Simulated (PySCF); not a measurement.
# SiGe2H8: electronic excitations and core binding energies

Aim: predict the electronic excitations and core binding energies of SiGe2H8 (`[SiH3][GeH2][GeH3]`).

The runs use PySCF 2.14.0, with density-fitted response routines of our own; the level of theory stands in each step. All values are computed, except where a source is named. Atoms are numbered from 0 throughout.

## Step 1: Starting geometry

11 atoms, charge 0, multiplicity 1; geometry from: GFN2-xTB.

Bonds of the start (Å): Si0–Ge1 2.35, Ge1–Ge2 2.39, Si0–H3 1.46, Si0–H4 1.46, Si0–H5 1.46, Ge1–H6 1.52, Ge1–H7 1.52, Ge2–H8 1.50, Ge2–H9 1.50, Ge2–H10 1.50.

## Step 2: TDDFT and polarisability: B3LYP/def2-SVPD

The job: settings as JSON, then the geometry in Å.

```
{"job": {"kind": "uv", "xc": "B3LYP", "basis": "def2-SVPD", "nstates": 8, "ntriplets": 3}, "charge": 0, "multiplicity": 1}
Si     1.965479     0.768657    -0.010133
Ge     0.231278    -0.809921    -0.104093
Ge    -2.034340    -0.087605     0.085520
H      3.265712     0.113867    -0.149522
H      1.812133     1.743653    -1.091049
H      1.927076     1.481163     1.268224
H      0.402631    -1.899031     0.935995
H      0.293966    -1.645364    -1.367609
H     -2.455273     0.890333    -0.975272
H     -2.342631     0.628123     1.370848
H     -3.060605    -1.181204     0.011127
```

With the program's defaults for keys left out, this is: TDDFT B3LYP/def2-SVPD, vertical, gas phase, core orbitals frozen in the response.

Standard output:

```text
coarse grid: 41024 points
cycle   1  E = -4447.7755625290  dE = -1.285e+00  |g| = 5.363e-01  |ddm| = 3.454e+00
cycle   2  E = -4447.7702436669  dE =  5.319e-03  |g| = 5.813e-01  |ddm| = 6.810e-01
cycle   3  E = -4447.8035445650  dE = -3.330e-02  |g| = 2.560e-02  |ddm| = 4.661e-01
cycle   4  E = -4447.8037038374  dE = -1.593e-04  |g| = 1.002e-02  |ddm| = 6.325e-02
cycle   5  E = -4447.8037341117  dE = -3.027e-05  |g| = 2.002e-03  |ddm| = 1.797e-02
cycle   6  E = -4447.8037346395  dE = -5.277e-07  |g| = 5.822e-04  |ddm| = 3.308e-03
final grid: 80984 points
cycle   7  E = -4447.8037068970  dE = -3.945e-08  |g| = 6.943e-04  |ddm| = 3.707e-03
cycle   8  E = -4447.8037068683  dE =  2.868e-08  |g| = 8.620e-04  |ddm| = 1.858e-03
cycle   9  E = -4447.8037069874  dE = -1.191e-07  |g| = 4.843e-05  |ddm| = 9.345e-04
cycle  10  E = -4447.8037069879  dE = -4.975e-10  |g| = 2.450e-06  |ddm| = 6.836e-05
converged SCF energy = -4447.8037069879

Static polarisability (au): isotropic 98.701, principal 81.151 90.603 124.349

Singlet excitations
state   eV       nm        f      main configurations
  1   6.8494    181.0   0.43957   H->L 0.83
  2   7.0127    176.8   0.10015   H->L+1 0.89
  3   7.0822    175.1   0.04148   H-1->L 0.93
  4   7.0847    175.0   0.00080   H->L+3 0.76, H->L+2 0.20
  5   7.2983    169.9   0.01655   H-2->L 0.92
  6   7.3381    169.0   0.02096   H->L+2 0.62, H-1->L+1 0.17, H->L+3 0.15
  7   7.4797    165.8   0.07691   H-1->L+1 0.72, H->L+2 0.13
  8   7.5521    164.2   0.08199   H->L+4 0.87

Triplet excitations (Tamm-Dancoff, eV): 5.8959 6.4874 6.6388
```

Run time: 18 s. Hardware: 1 thread, shared host.

Frontier orbitals and where they lie:

| orbital | eV | atoms |
| --- | --- | --- |
| HOMO−3 | -9.46 | Ge2 37 %, H10 27 %, H8 8 % |
| HOMO−2 | -8.87 | Ge1 23 %, Ge2 20 %, H7 14 % |
| HOMO−1 | -8.48 | Ge1 31 %, Si0 18 %, Ge2 13 % |
| HOMO | -8.00 | Ge1 32 %, Ge2 28 %, Si0 16 % |
| LUMO | -0.62 | Ge2 24 %, Si0 21 %, Ge1 19 % |
| LUMO+1 | -0.17 | Ge1 28 %, Si0 18 %, Ge2 17 % |
| LUMO+2 | 0.09 | Si0 28 %, Ge1 21 %, Ge2 12 % |

With each of the 8 states as a Gaussian band of 0.4 eV half-width at 1/e, the curve within the window shown has maxima at 179 nm (ε 24,000) L/(mol cm). Beyond the last state computed it falls off for lack of states. The curve at chosen wavelengths:

```csv
nm,ε (L/mol/cm)
158,3587
160,5332
161,6264
163,8145
164,9070
166,10911
168,12856
169,13917
171,16260
172,17520
174,20049
176,22224
177,23027
179,23809
180,23725
182,22582
184,20302
185,18846
187,15581
188,13885
190,10606
192,7709
193,6457
195,4378
196,3547
198,2257
```

Ground-state properties from the same run:

| property | computed |
| --- | --- |
| dipole moment (D) | 0.69 |
| polarisability (Å³) | 14.63 |
| HOMO–LUMO gap (eV) | 7.39 |
| −ε(HOMO) (eV) | 8.00 |

## Step 3: Core holes by ΔSCF: SCAN, X2C

Settings changed since step 2:

```diff
@@ -1,2 +1,2 @@
-{"job": {"kind": "uv", "xc": "B3LYP", "basis": "def2-SVPD", "nstates": 8, "ntriplets": 3}, "charge": 0, "multiplicity": 1}
+{"job": {"kind": "xps"}, "charge": 0, "multiplicity": 1}
 Si     1.965479     0.768657    -0.010133
```

Level: delta-SCF UKS SCAN, pcX-2 on the ionised atom, pcseg-1 elsewhere, spin-free X2C.

Standard output:

```text
ground state, core basis on atom 0 (Si), 154 functions
  cycle   1  E = -4482.85357802  |g| = 1.91e-01
  cycle   2  E = -4482.85721514  |g| = 1.27e-01
  cycle   3  E = -4482.86160551  |g| = 4.48e-02
  cycle   4  E = -4482.86237958  |g| = 5.75e-03
  cycle   5  E = -4482.86238896  |g| = 1.71e-03
  cycle   6  E = -4482.86239016  |g| = 3.29e-04
  E(ground) = -4483.11316531 Eh
hole in Si 1s of atom 0
  cycle   1  E = -4413.93235323  |g| = 4.35e+00
  cycle   2  E = -4413.92350066  |g| = 2.15e+00
  cycle   3  E = -4414.54848665  |g| = 7.62e-01
  cycle   4  E = -4414.94204850  |g| = 2.81e-01
  cycle   5  E = -4415.00086896  |g| = 6.15e-02
  cycle   6  E = -4415.00302066  |g| = 2.58e-02
  cycle   7  E = -4415.00345171  |g| = 5.81e-03
  cycle   8  E = -4415.00346687  |g| = 2.46e-03
  cycle   9  E = -4415.00346931  |g| = 3.69e-04
  E(ion) = -4415.26202428 Eh   <S^2> = 0.7523   hole on atom = 1.000   binding energy = 1846.324 eV
hole in Si 2p of atom 0
  cycle   1  E = -4478.58826263  |g| = 1.23e+00
  cycle   2  E = -4478.37186581  |g| = 1.12e+00
  cycle   3  E = -4478.86609695  |g| = 2.55e-01
  cycle   4  E = -4478.91763969  |g| = 9.05e-02
  cycle   5  E = -4478.92357952  |g| = 2.22e-02
  cycle   6  E = -4478.92389722  |g| = 5.14e-03
  cycle   7  E = -4478.92390944  |g| = 2.06e-03
  cycle   8  E = -4478.92391222  |g| = 3.72e-04
  E(ion) = -4479.18665068 Eh   <S^2> = 0.7525   hole on atom = 1.002   binding energy = 106.846 eV
  2p3/2 = 106.634 eV   2p1/2 = 107.257 eV
```

Run time: 8.9 s. Hardware: 1 thread, shared host.

The holes in one table. −ε is the ground-state orbital energy:

| hole | stands for | environment | ΔSCF (eV; 2p as the shell's mean) | −ε (eV) | ⟨S²⟩ |
| --- | --- | --- | --- | --- | --- |
| Si1s on Si0 | Si0 | silicon bonded to Ge, 3 H | 1846.32 | 1793.5 | 0.752 |
| Si2p on Si0 | Si0 | silicon bonded to Ge, 3 H | 106.84 | 96.4 | 0.753 |

With the spin-orbit splitting: Si0 2p3/2 106.63, 2p1/2 107.26 eV. The table gives each 2p level as the mean over the whole 2p shell (two parts 2p3/2, one part 2p1/2), which differs a little from the single hole in the log.

## Step 4: What came out

| quantity | value |
| --- | --- |
| lowest singlet (B3LYP/def2-SVPD) | 6.85 eV (181 nm), f = 0.440 |
| lowest triplet | 5.90 eV |
| Si1s binding energies, SCAN/pcX-2 | Si0 1846.32 eV |
| Si2p binding energies, SCAN/pcX-2 | Si0 106.84 eV |

In words: The lowest singlet, at 6.85 eV, is HOMO→LUMO 0.83 and is bright. The lowest triplet lies 0.95 eV below the lowest singlet (triplets in Tamm-Dancoff, singlets in full TDDFT).
